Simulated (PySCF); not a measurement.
# GeH6N2: the cost of one run

Programs: PySCF 2.14.0, with routines of our own; each step states its level. All values are computed. Atoms count from 0.

## Step 1: The starting structure

9 atoms, charge 0, multiplicity 1; geometry from: GFN2-xTB.

## Step 2: Relaxing the molecule at PBE0-D3(BJ)/def2-SVP

What the job is given:

```
{"job": {"xc": "PBE0", "basis": "def2-SVP", "d3": "d3bj", "grid": 1, "maxiter": 30, "shake": 0.01, "kind": "geom"}, "charge": 0, "multiplicity": 1}
N      1.596320    -0.202860     0.249600
Ge    -0.040690     0.626260     0.150830
N     -1.373470    -0.591490    -0.183490
H      1.662760    -0.967370     0.866290
H      2.015530    -0.440240    -0.635890
H     -0.350450     1.194870     1.500950
H      0.122640     1.722880    -0.874300
H     -2.287000    -0.254060    -0.088830
H     -1.287830    -1.105130    -1.018910
```

Started as:

```console
OMP_NUM_THREADS=1 python heavy_run.py task.json out
```

One launch serves the whole session: the jobs run in the order shown.

Q: Estimate the wall time and peak memory of this first job on 1 thread of Arm Neoverse V1, shared host.

About 25 s, with a peak of 0.38 GiB.
